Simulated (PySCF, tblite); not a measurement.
# C6H9ClO: geometry, infrared bands and NMR shifts

Wanted: the infrared bands and NMR shifts of C6H9ClO (`C=C(/C=C\Cl)CCO`), by calculation.

Computed with tblite 0.8.0 and PySCF 2.14.0, with density-fitted response routines of our own, on a single molecule in the gas phase. Atoms count from 0, in the outputs and in this text.

## (1) Starting geometry

17 atoms, charge 0, multiplicity 1; geometry from: force field or distance geometry start.

Bonds of the start (Å): C0–C1 1.32, C1–C2 1.44, C2–C3 1.31, C3–Cl4 1.75, C1–C5 1.48, C5–C6 1.52, C6–O7 1.39, C0–H8 1.07, C0–H9 1.11, C2–H10 1.11, C3–H11 1.09, C5–H12 1.10, C5–H13 1.11, C6–H14 1.11, C6–H15 1.11, O7–H16 0.99.

## (2) Geometry optimisation with GFN2-xTB

Job settings and geometry (Å):

```
{"job": {"kind": "relax", "xc": "GFN2-xTB", "basis": "xTB"}, "charge": 0, "multiplicity": 1}
C     -0.048100     1.682800     0.123300
C     -0.444200     0.434200     0.255900
C     -1.813000     0.215000     0.660000
C     -2.394500    -0.941000     0.837800
Cl    -1.540800    -2.459700     0.654700
C      0.539300    -0.646700     0.012700
C      1.896200    -0.157300    -0.460400
O      1.814900     0.536200    -1.659100
H      0.927100     2.010200    -0.155800
H     -0.795000     2.485900     0.310200
H     -2.469200     1.095800     0.811500
H     -3.443600    -1.014200     1.141400
H      0.136000    -1.268500    -0.796500
H      0.623200    -1.231100     0.951000
H      2.426700     0.437100     0.317400
H      2.511100    -1.059300    -0.641800
H      2.067000    -0.107300    -2.372100
```

Started as:

```sh
$ OMP_NUM_THREADS=1 python probes_run.py task.json out
```

One launch serves the whole session: the jobs run in the order shown.

**Question.** This job is followed by: GFN2-xTB harmonic vibrations, gas phase; GIAO PBE0/pcSseg-1 NMR shielding, non-relativistic, gas phase. What will the session give for the following? strongest single infrared mode (GFN2-xTB); zero-point energy (GFN2-xTB); ¹³C shifts against TMS (PBE0/pcSseg-1); ¹H shifts against TMS (PBE0/pcSseg-1, means over atoms taken as alike); ³⁵Cl shifts against HCl (PBE0/pcSseg-1); ¹⁷O shifts against H2O (PBE0/pcSseg-1); surface potential, 1st and 99th percentile.

The runs gave:

```
                                                              quantity                                          value
                             strongest single infrared mode (GFN2-xTB)                           340 cm⁻¹, 137 km/mol
                                          zero-point energy (GFN2-xTB)                                  84.3 kcal/mol
                                ¹³C shifts against TMS (PBE0/pcSseg-1)     149.7, 140.8, 129.3, 127.1, 64.5, 43.1 ppm
¹H shifts against TMS (PBE0/pcSseg-1, means over atoms taken as alike)  6.40, 6.19, 6.01, 5.59, 4.25, 2.85, -0.20 ppm
                               ³⁵Cl shifts against HCl (PBE0/pcSseg-1)                                        209 ppm
                                ¹⁷O shifts against H2O (PBE0/pcSseg-1)                                       41.2 ppm
                                 surface potential, 1st and 99th percentile                             -1.48 V and 1.97 V
```

In words: Relaxing lowered the energy by 0.485 eV in 62 steps; the close pair that moved most is C0–H9, from 1.113 to 1.077 Å. All 45 modes are real, so the xTB geometry is a minimum. The strongest single mode, at 340 cm⁻¹, moves mainly H16. Unscaled tight-binding wavenumbers are off by several per cent, some by more. Its intensities can rank the bands wrongly. At PBE0/pcSseg-1: Shielding is most anisotropic at Cl4 (span 362 ppm, paramagnetic term -407 ppm). By nearest atom (PBE0/pcSseg-1), the HOMO sits on C0, C3 about 22 % each; Cl4 15 % and the LUMO on C0, C3 about 22 % each; C2 16 %.
